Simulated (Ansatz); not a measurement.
## Ge₂H₈NP, SMILES [NH2][GeH2][GeH2][PH2]: a rigid torsion scan, step by step

With Ansatz 0.2.0, Python API.

Typed at the interpreter:
```pycon
>>> import warnings
>>> import ansatz
>>> from ase import Atoms
>>> SETTINGS = {
...     "basis": "def2-SVP",
...     "xc": "pbe0",
...     "force_tol": 0.02,
...     "level": "mp2",
... }
>>> warnings.simplefilter("ignore", ansatz.DeckWarning)
>>> atoms = Atoms(["N", "Ge", "Ge", "P", "H", "H", "H", "H", "H", "H", "H", "H"], positions=[
...     [-1.5952, 1.4662, -0.1984],
...     [-1.1927, -0.0128, 0.8622],
...     [0.6068, -1.2322, -0.1367],
...     [2.407, 0.1533, -0.3761],
...     [-0.7329, 2.0546, -0.2313],
...     [-2.3167, 2.0175, 0.3173],
...     [-0.7669, 0.4656, 2.2736],
...     [-2.44, -0.9258, 0.9746],
...     [0.9892, -2.4314, 0.7676],
...     [0.1665, -1.7484, -1.5302],
...     [3.0925, -0.741, -1.2929],
...     [1.7824, 0.9343, -1.4297],
... ])
>>> # relax first, so that the scan starts from a minimum
>>> first = (
...     ansatz.Crystal.molecule_from_ase(atoms).calculation()
...     .basis(gaussian=SETTINGS["basis"])
...     .functional(SETTINGS["xc"])
...     .relax(force_tolerance=SETTINGS["force_tol"], max_steps=80)
... )
>>> atoms.positions = first.run(threads=1).report["positions_ang"]
>>> start = atoms.get_dihedral(2, 1, 0, 4)
>>> energies = {}
>>> for turn in range(0, 360, 30):
...     turned = atoms.copy()
...     turned.set_dihedral(2, 1, 0, 4, start + turn, indices=[0, 4, 5])
...     calculation = ansatz.Crystal.molecule_from_ase(turned).calculation()
...     calculation = calculation.basis(gaussian=SETTINGS["basis"])
...     calculation = calculation.correlation(SETTINGS["level"])
...     energies[round((start + turn) % 360)] = calculation.run(threads=1).report["free_energy_ev"]
...
>>> floor = min(energies.values())
>>> print("dihedral Ge2-Ge1-N0-H4 (deg)   E - E(min) (kcal/mol)")
dihedral Ge2-Ge1-N0-H4 (deg)   E - E(min) (kcal/mol)
>>> for angle, e in sorted(energies.items()):
...     print(f"{angle:8d} {23.060548 * (e - floor):14.3f}  " + "#" * int(30 * (e - floor) / max(max(energies.values()) - floor, 1e-9)))
...
      25          2.784  ##############################
      55          2.395  #########################
      85          2.298  ########################
     115          2.520  ###########################
     145          2.311  ########################
     175          1.950  #####################
     205          2.094  ######################
     235          1.975  #####################
     265          0.882  #########
     295          0.000
     325          0.711  #######
     355          2.230  ########################
```

The scan is rigid and the energies are electronic, in a modest basis. With rigid groups the curve can differ much from the relaxed path, the start wasn't checked as a minimum of this torsion, and equivalent turns needn't return to the same energy. The start is relaxed with a density functional and scanned with the wavefunction method, so it isn't exactly that method's minimum. Finished in 4.8 min on 1 thread of Arm Neoverse V1, on a shared host, peak memory 0.48 GiB.
